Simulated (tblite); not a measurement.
# CH3Cl3Si: the cost of one run

Programs: tblite 0.8.0 and PySCF 2.14.0. All values are calculated, for the isolated system unless a continuum is named. Atoms count from 0, parts from 1.

## (1) The system as given

8 atoms, charge 0, multiplicity 1; geometry: distance geometry start.

## (2) Geometry optimisation with GFN2-xTB

The job: settings as JSON, then the geometry in Å.

```
{"job": {"kind": "relax", "xc": "GFN2-xTB", "basis": "xTB"}, "charge": 0, "multiplicity": 1}
Si     0.802937     0.013227     0.062896
Cl     1.520850    -0.405174     1.986585
Cl     1.617776     1.754867    -0.703457
Cl     1.462987    -1.538337    -1.190280
C     -1.072395     0.013927    -0.002201
H     -1.373420    -0.571010    -0.885965
H     -1.439150     1.051961    -0.186809
H     -1.548323    -0.339031     0.939764
```

With the program's defaults for keys left out, this is: GFN2-xTB geometry optimisation, gas phase.

Run with:

```bash
OMP_NUM_THREADS=1 python cluster_run.py task.json out
```

This one command runs all jobs of the session in turn.

Q: Estimate the wall time of this first job on 1 thread of Intel Xeon Platinum 8259CL at 2.50GHz, shared host.

About 1.3 s.
